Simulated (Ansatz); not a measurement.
# MgTiC6N6: the cost of one run

Computed with Ansatz 0.2.0 (DFT PBE, scalar-relativistic, plane waves, PAW, unless a step's input says otherwise).

## (1) Starting point

Symmetry: Fm-3m, No. 225, cubic system. The conventional cell has a = 10.366 Å, b = 10.366 Å, c = 10.366 Å, α = 90.00°, β = 90.00°, γ = 90.00°. Around Mg (site symmetry m-3m) lie 6 N at 2.07 Å. Ti (site symmetry m-3m) has 6 C at 1.94 Å in its first shell of neighbours. C (site symmetry 4mm) is surrounded by 1 N at 1.17 Å and 1 Ti at 1.94 Å. Around N (site symmetry 4mm) lie 1 C at 1.17 Å.

Structure file:

```
Mg Ti C N
1.0
     0.00000    5.18300    5.18300
     5.18300    0.00000    5.18300
     5.18300    5.18300    0.00000
Mg Ti C N
1 1 6 6
Cartesian
  5.1830 5.1830 5.1830
  0.0000 0.0000 0.0000
  1.9380 5.1830 5.1830
  5.1830 1.9380 5.1830
  5.1830 5.1830 1.9380
  8.4280 5.1830 5.1830
  5.1830 8.4280 5.1830
  5.1830 5.1830 8.4280
  3.1080 5.1830 5.1830
  5.1830 3.1080 5.1830
  5.1830 5.1830 3.1080
  7.2580 5.1830 5.1830
  5.1830 7.2580 5.1830
  5.1830 5.1830 7.2580
```

A structure generator made this guess: cyanide-bridged rock-salt net of two metals, 0 guest cations a cell (Fm-3m, No. 225). Its size is a rough estimate.

## (2) The guess as it stands, on a coarse mesh

Input file input.yaml:

```yaml
crystal:
  lattice:
    - [0.0, 5.183, 5.183]
    - [5.183, 0.0, 5.183]
    - [5.183, 5.183, 0.0]
  atoms:
    - { symbol: Mg, position: [0.5, 0.5, 0.5] }
    - { symbol: Ti, position: [0.0, 0.0, 0.0], spin: 1.0 }
    - { symbol: C, position: [0.81304264, 0.18695736, 0.18695736] }
    - { symbol: C, position: [0.18695736, 0.81304264, 0.18695736] }
    - { symbol: C, position: [0.18695736, 0.18695736, 0.81304264] }
    - { symbol: C, position: [0.18695736, 0.81304264, 0.81304264] }
    - { symbol: C, position: [0.81304264, 0.18695736, 0.81304264] }
    - { symbol: C, position: [0.81304264, 0.81304264, 0.18695736] }
    - { symbol: "N", position: [0.70017364, 0.29982636, 0.29982636] }
    - { symbol: "N", position: [0.29982636, 0.70017364, 0.29982636] }
    - { symbol: "N", position: [0.29982636, 0.29982636, 0.70017364] }
    - { symbol: "N", position: [0.29982636, 0.70017364, 0.70017364] }
    - { symbol: "N", position: [0.70017364, 0.29982636, 0.70017364] }
    - { symbol: "N", position: [0.70017364, 0.70017364, 0.29982636] }
basis:
  ecutwfc: 420
kpoints:
  mp_grid: { grid: [4, 4, 4] }
hamiltonian:
  xc: pbe
scf:
  occupations: { method: gaussian, width: 0.1 }
  lower_state_search: "off"
output:
  forces: true
  stress: true
  eigenvalues: true
  populations: true
magnetization:
  spin_polarized: true
```

Run with:

```bash
$ ansatz run input.yaml --threads 1 --pin off --max-ram 2560MiB --backend cpu --events-out ev --progress --plain --runs-dir out
```

**Question.** How long does this run take on 1 thread of Intel Xeon at 2.50GHz (Skylake/Cascade Lake), shared host, and how much memory does it need?

About 57 s, with a peak of 0.68 GiB.
